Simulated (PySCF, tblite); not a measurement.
**C3H9N3Si2: geometry, infrared bands and NMR shifts**

Wanted: the infrared bands and NMR shifts of C3H9N3Si2 (`C=N[Si@H](C#N)N(C)[SiH3]`), by calculation.

Computed with tblite 0.8.0 and PySCF 2.14.0, with density-fitted response routines of our own, on a single molecule in the gas phase. Atoms are numbered from 0 throughout.

### Step 1. The starting structure

17 atoms, charge 0, multiplicity 1; geometry from: force field or distance geometry start.

Bonds of the start (Å): C0–N1 1.29, N1–Si2 1.77, Si2–C3 1.83, C3–N4 1.14, Si2–N5 1.80, N5–C6 1.45, N5–Si7 1.78, C0–H8 1.10, C0–H9 1.08, Si2–H10 1.46, C6–H11 1.12, C6–H12 1.10, C6–H13 1.12, Si7–H14 1.48, Si7–H15 1.47, Si7–H16 1.46.

### Step 2. Geometry optimisation with GFN2-xTB

Job settings and geometry (Å):

```
{"job": {"kind": "relax", "xc": "GFN2-xTB", "basis": "xTB"}, "charge": 0, "multiplicity": 1}
C      1.924900    -0.121500     2.296900
N      0.913200     0.220800     1.569300
Si     0.957900     0.207300    -0.197800
C      0.825200     1.912300    -0.854600
N      0.757400     2.973700    -1.263700
N     -0.472300    -0.770400    -0.700600
C     -0.972600    -0.405400    -2.009000
Si    -1.681200    -0.548500     0.590000
H      1.866900    -0.106700     3.392900
H      2.873000    -0.439300     1.889400
H      2.193900    -0.383700    -0.697800
H     -2.075600    -0.590400    -2.011600
H     -0.734800     0.642900    -2.236400
H     -0.451900    -1.058700    -2.749300
H     -0.950300    -0.363600     1.862400
H     -2.457900    -1.782600     0.736100
H     -2.522700     0.625900     0.374000
```

Started as:

```bash
$ OMP_NUM_THREADS=1 python probes_run.py task.json out
```

One launch serves the whole session: the jobs run in the order shown.

**Question.** This job is followed by: GFN2-xTB harmonic vibrations, gas phase; GIAO PBE0/pcSseg-1 NMR shielding, non-relativistic, gas phase. Predict these results of the whole session: strongest single infrared mode (GFN2-xTB); zero-point energy (GFN2-xTB); ¹³C shifts against TMS (PBE0/pcSseg-1); ¹H shifts against TMS (PBE0/pcSseg-1, means over atoms taken as alike); ¹⁵N shifts against NH3 (PBE0/pcSseg-1); ²⁹Si shifts against TMS (PBE0/pcSseg-1).

As calculated:

| quantity | value |
| --- | --- |
| strongest single infrared mode (GFN2-xTB) | 2215 cm⁻¹, 485 km/mol |
| zero-point energy (GFN2-xTB) | 71.4 kcal/mol |
| ¹³C shifts against TMS (PBE0/pcSseg-1) | 179.3, 125.1, 33.2 ppm |
| ¹H shifts against TMS (PBE0/pcSseg-1, means over atoms taken as alike) | 8.91, 8.87, 5.19, 4.57, 2.92 ppm |
| ¹⁵N shifts against NH3 (PBE0/pcSseg-1) | 412.5, 354.1, 2.5 ppm |
| ²⁹Si shifts against TMS (PBE0/pcSseg-1) | -48.0, -53.2 ppm |

Relaxing lowered the energy by 0.952 eV in 158 steps; the close pair that moved most is Si2–N5, from 1.804 to 1.728 Å. All 45 modes are real, so the xTB geometry is a minimum. The strongest single mode, at 2215 cm⁻¹, moves mainly H16 and H15. GFN2-xTB is a fitted tight-binding method: band positions and strengths are rough. Its intensities can rank the bands wrongly. At PBE0/pcSseg-1: The largest span, 805 ppm, is at N1, where the paramagnetic term is -478 ppm.
